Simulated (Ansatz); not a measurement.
GeCN2:

```xyz
4
Lattice="1.7938 1.0356 4.9220 -1.7938 1.0356 4.9220 0.0000 -2.0713 4.9220" Properties=species:S:1:pos:R:3 pbc="T T T"
Ge    0.0000    0.0000    0.0000
N     0.0000    0.0000    8.6219
N     0.0000    0.0000    6.1440
C     0.0000    0.0000    7.3829
```

The cell comes from a database or a generator and needn't be the stable form of this composition.

* Program: Ansatz 0.2.0
* Task: relaxation of cell and atoms
* Functional: PBEsol
* Potentials or basis: Ansatz PAW
* Cutoff: 420 eV (not typed: the program's choice for these potentials)
* k mesh: 9 × 9 × 9
* Occupations: fermi-dirac, width 0.05 eV
* Spin: no spin polarisation

At the start: volume 13.72 Å³/atom.

How do energy, volume and symmetry change on relaxing?

It ends after 7 steps and the volume is 12.99 Å³/atom (-5.3 %); space group R-3m (No. 166, to 0.05 Å).

Step by step:
```csv
step,energy change (eV),largest force (eV/Å),volume (Å³)
1,0.0000,0.0657,54.86
2,-0.0365,0.0367,52.28
3,-0.0374,0.0244,52.09
4,-0.0374,0.0048,52.11
5,-0.0309,0.0063,52.11
6,-0.0314,0.0004,51.96
7,-0.0309,0.0006,51.96
```

Final structure:
```
Ge N C
1.0
     1.75167    1.01133    4.88820
    -1.75167    1.01133    4.88820
     0.00000   -2.02266    4.88820
Ge N C
1 2 1
Direct
  0.00000 0.00000 0.00000
  0.58440 0.58440 0.58440
  0.41560 0.41560 0.41560
  0.50000 0.50000 0.50000
```

Caveat: the plane-wave basis is chosen anew once the cell has moved, so the energies of steps on either side of that aren't comparable; the pressure holds a Pulay correction of +0.5 GPa for the finite cutoff; the PAW data sets come from PBE, with cores solved anew for the run's functional, which leaves a small shift of forces and pressure.
